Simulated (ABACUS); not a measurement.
Crystal: NiMoIrPdW.

```xyz
5
Lattice="4.1171 0.0000 0.0000 -2.0585 3.5655 0.0000 0.0000 0.0000 5.4458" Properties=species:S:1:pos:R:3 pbc="T T T"
Ir    0.0000    2.3770    3.9521
W     0.0000    2.3770    1.2875
Pd    2.0585    1.1885    2.5211
Mo    2.0585    1.1885    5.2367
Ni    0.0000    0.0000    5.2157
```

The cell was built by a generator and needn't be a form met in nature.

Base run:

* Program: ABACUS 3.10.1
* Functional: PBE
* Potentials or basis: PseudoDojo NC SR 0.4.1 PBE standard
* Cutoff: 1361 eV
* Density cutoff: 5442 eV
* Basis: DZP LCAO (the cutoffs set its grid)
* k mesh: 6 × 6 × 4
* Occupations: fermi-dirac, width 0.05 eV
* Spin: collinear spin, ferromagnetic start
* Starting moments: [0.6, 0.0, 0.0, 1.0, 1.0] μB
* Fixed moment: 1 μB

Its results: pressure 1.0 GPa; site moments Ir +0.15; W +0.37; Pd +0.09; Mo +0.19; Ni +0.19 μB; largest force 0.113 eV/Å.

Question: After a change of settings the same cell gave: pressure 2.7 GPa; site moments Ir +0.39; W +0.87; Pd +0.23; Mo +0.51; Ni +0.49 μB; largest force 0.300 eV/Å. Which change was it?
A. fixed moment from 1 μB to 2.5 μB
B. fixed moment from 1 μB to 1.5 μB
C. fixed moment from 1 μB to 0.5 μB

Answer: A.

Caveats: the atomic orbitals were generated for these runs and aren't a published set; this set's palladium file may shift the pressure by some GPa; the basis of atomic orbitals isn't converged, which shifts pressures, moduli and gaps; the total moment is fixed, so each spin has its own Fermi level; the moment is held away from its start (some runs).
